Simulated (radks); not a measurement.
# Ionisation of B³⁺: one atom, several choices of functional

How much does the choice of functional matter for taking an electron from B³⁺? Both B³⁺ ([He]) and B⁴⁺ (1s1) are run for each choice.

Program: radks (a radial shooting solver on a logarithmic mesh, Libxc functionals) version 1. Level of theory: scalar-relativistic Kohn-Sham, spin-polarised, spherical densities, finite nucleus; open shells are filled with parallel spins first. These are calculated values, not measurements, unless marked.

## (1) Starting point

```
element       : boron (Z = 5)
charge        : +3
electrons     : 2
configuration : [He]
ion           : B⁴⁺, 1s1
choices       : RPBE; AM05; PW91; LDA (Slater exchange, VWN5 correlation); OLYP; MS2 meta-GGA
```

The outer shells:

B³⁺
```
1s [↑↓]
```

B⁴⁺
```
1s [↑ ]
```

In the logs a row gives level, spin channel, occupation and eigenvalue; Etot, Ekin, Encl (electron-nucleus), Eh (Hartree) and Exc are energies, all in hartree; err is the last residual, it the number of iterations.

## (2) RPBE: B³⁺

Settings of this run:

```text
Z 5
configuration [He]
relativity scalar-relativistic
functional rpbe,pbe
spin polarised
nucleus finite rms 2.406 fm
c 137.035999084
```

Log:

```text
1s      1   1.0000          -8.51452276
1s      2   1.0000          -8.51452276
Etot -22.038191800821483
Ekin 22.006617064971472
Encl -46.89261728670972
Eh 5.788786488714081
Exc -2.9409780677973143
err 2.8211719520956685e-10
it 13
```

The top filled level is 1s, -231.69 eV.

Sizes of the orbitals, from the radial functions (bohr):

```
level  occupation  energy (eV)     <r>  outermost maximum (interpolated)  90 % within  nodes
   1s           2      -231.69  0.3261                             0.209        0.586      0
```

Radial density 4πr²ρ:

```
r (bohr)  4πr²ρ (e/bohr)
  0.0101         0.08108
  0.0127          0.1256
  0.0160          0.1931
  0.0202          0.2944
  0.0254          0.4440
  0.0321          0.6605
  0.0402          0.9535
  0.0506           1.366
  0.0639           1.904
  0.0805           2.566
   0.102           3.316
   0.128           4.067
   0.162           4.674
   0.204           4.956
   0.257           4.755
   0.324           4.031
   0.405           2.973
   0.511           1.801
   0.645          0.8663
   0.813          0.3132
    1.03         0.07825
    1.29         0.01222
```

## (3) RPBE: B⁴⁺

Settings, as their differences from step 2:

```diff
@@ -1,3 +1,3 @@
 Z 5
-configuration [He]
+configuration 1s1
 relativity scalar-relativistic
```

Log:

```text
1s      1   1.0000         -11.35796345
Etot -12.5046827049184
Ekin 12.50680886327128
Encl -25.01019497078972
Eh 1.5587364008050337
Exc -1.5600329982049939
err 1.94729826996056e-09
it 12
```

Δ-SCF with RPBE: 259.42 eV.

## (4) AM05: B³⁺

Settings of this run:

```text
Z 5
configuration [He]
relativity scalar-relativistic
functional am05,am05
spin polarised
nucleus finite rms 2.406 fm
c 137.035999084
```

Log:

```text
1s      1   1.0000          -8.43283174
1s      2   1.0000          -8.43283174
Etot -21.820761569899545
Ekin 21.737180995389735
Encl -46.60696540553018
Eh 5.756723843889328
Exc -2.707701003648427
err 7.304014642243762e-11
it 13
```

Highest occupied level: 1s at -229.47 eV.

## (5) AM05: B⁴⁺

Settings, as their differences from step 4:

```diff
@@ -1,3 +1,3 @@
 Z 5
-configuration [He]
+configuration 1s1
 relativity scalar-relativistic
```

Log:

```text
1s      1   1.0000         -11.24421237
Etot -12.368289473911537
Ekin 12.35230382247496
Encl -24.855553956828984
Eh 1.5500672716959598
Exc -1.415106611253472
err 9.951100678456575e-10
it 12
```

AM05 gives an ionisation energy of 257.21 eV.

## (6) PW91: B³⁺

Settings of this run:

```text
Z 5
configuration [He]
relativity scalar-relativistic
functional pw91,pw91
spin polarised
nucleus finite rms 2.406 fm
c 137.035999084
```

Log:

```text
1s      1   1.0000          -8.51528344
1s      2   1.0000          -8.51528344
Etot -22.006630135614287
Ekin 21.97226640706544
Encl -46.855898639697614
Eh 5.783963074247051
Exc -2.906960977229163
err 8.009068241623421e-10
it 19
```

The top filled level is 1s, -231.71 eV.

## (7) PW91: B⁴⁺

Settings, as their differences from step 6:

```diff
@@ -1,3 +1,3 @@
 Z 5
-configuration [He]
+configuration 1s1
 relativity scalar-relativistic
```

Log:

```text
1s      1   1.0000         -11.35467231
Etot -12.485193467290864
Ekin 12.486423529931297
Encl -24.989829021323654
Eh 1.557405752021416
Exc -1.539193727919924
err 4.76599572544209e-10
it 16
```

PW91 gives an ionisation energy of 259.09 eV.

## (8) LDA (Slater exchange, VWN5 correlation): B³⁺

Settings of this run:

```text
Z 5
configuration [He]
relativity scalar-relativistic
functional lda,vwn5
spin polarised
nucleus finite rms 2.406 fm
c 137.035999084
```

Log:

```text
1s      1   1.0000          -8.42316036
1s      2   1.0000          -8.42316036
Etot -21.749973919088962
Ekin 21.65177935390258
Encl -46.51421094920557
Eh 5.743602665056115
Exc -2.6311449888420895
err 1.7038889298875896e-11
it 13
```

Highest occupied level: 1s at -229.21 eV.

## (9) LDA (Slater exchange, VWN5 correlation): B⁴⁺

Settings, as their differences from step 8:

```diff
@@ -1,3 +1,3 @@
 Z 5
-configuration [He]
+configuration 1s1
 relativity scalar-relativistic
```

Log:

```text
1s      1   1.0000         -11.22366969
Etot -12.323663339065986
Ekin 12.304239514051567
Encl -24.80704905317652
Eh 1.5466456718707358
Exc -1.3674994718117675
err 4.009244809663264e-10
it 12
```

LDA (Slater exchange, VWN5 correlation) gives an ionisation energy of 256.50 eV.

## (10) OLYP: B³⁺

Settings of this run:

```text
Z 5
configuration [He]
relativity scalar-relativistic
functional optx,lyp
spin polarised
nucleus finite rms 2.406 fm
c 137.035999084
```

Log:

```text
1s      1   1.0000          -8.52011794
1s      2   1.0000          -8.52011794
Etot -22.032415700744224
Ekin 21.998692433244265
Encl -46.88572956815264
Eh 5.790951368616014
Exc -2.9363299344518614
err 1.0502137541352417e-09
it 13
```

The top filled level is 1s, -231.84 eV.

## (11) OLYP: B⁴⁺

Settings, as their differences from step 10:

```diff
@@ -1,3 +1,3 @@
 Z 5
-configuration [He]
+configuration 1s1
 relativity scalar-relativistic
```

Log:

```text
1s      1   1.0000         -11.34712635
Etot -12.495159006922378
Ekin 12.503518856945398
Encl -25.00716054936889
Eh 1.5599037918449603
Exc -1.5514211063438461
err 9.456619902489603e-11
it 13
```

OLYP gives an ionisation energy of 259.52 eV.

## (12) MS2 meta-GGA: B³⁺

Settings of this run:

```text
Z 5
configuration [He]
relativity scalar-relativistic
functional ms2,regtpss
spin polarised
nucleus finite rms 2.406 fm
c 137.035999084
```

Log:

```text
1s      1   1.0000          -8.58690878
1s      2   1.0000          -8.58690878
Etot -22.0470222203593
Ekin 22.013582178484
Encl -46.90485326983021
Eh 5.797278612857075
Exc -2.953029741870161
err 1.7986952793585468e-08
it 13
```

Highest occupied level: 1s at -233.66 eV.

## (13) MS2 meta-GGA: B⁴⁺

Settings, as their differences from step 12:

```diff
@@ -1,3 +1,3 @@
 Z 5
-configuration [He]
+configuration 1s1
 relativity scalar-relativistic
```

Log:

```text
1s      1   1.0000         -11.43897455
Etot -12.510853528045219
Ekin 12.512606141892599
Encl -25.016496680240817
Eh 1.5607528966495878
Exc -1.5677158863465888
err 9.85899821569604e-07
it 15
```

MS2 meta-GGA gives an ionisation energy of 259.49 eV.

## (14) All runs together

```
                             functional  E(B³⁺) (hartree)  Δ-SCF (eV)  −ε(HOMO) (eV)  <r> HOMO (bohr)  error (eV)
                                   RPBE         -22.03819      259.42         231.69           0.3261       +0.05
                                   AM05         -21.82076      257.21         229.47           0.3277       -2.16
                                   PW91         -22.00663      259.09         231.71           0.3263       -0.28
LDA (Slater exchange, VWN5 correlation)         -21.74997      256.50         229.21           0.3285       -2.87
                                   OLYP         -22.03242      259.52         231.84           0.3261       +0.15
                           MS2 meta-GGA         -22.04702      259.49         233.66           0.3253       +0.12
```

**Reading.** The NIST Atomic Spectra Database lists 259.37 eV (theoretical). The smallest miss is that of RPBE (+0.05 eV), the largest that of LDA (Slater exchange, VWN5 correlation) (-2.87 eV). The ionisation energies span 3.02 eV, the total energies of B³⁺ 8.08 eV: most of the change in the total cancels in the difference.
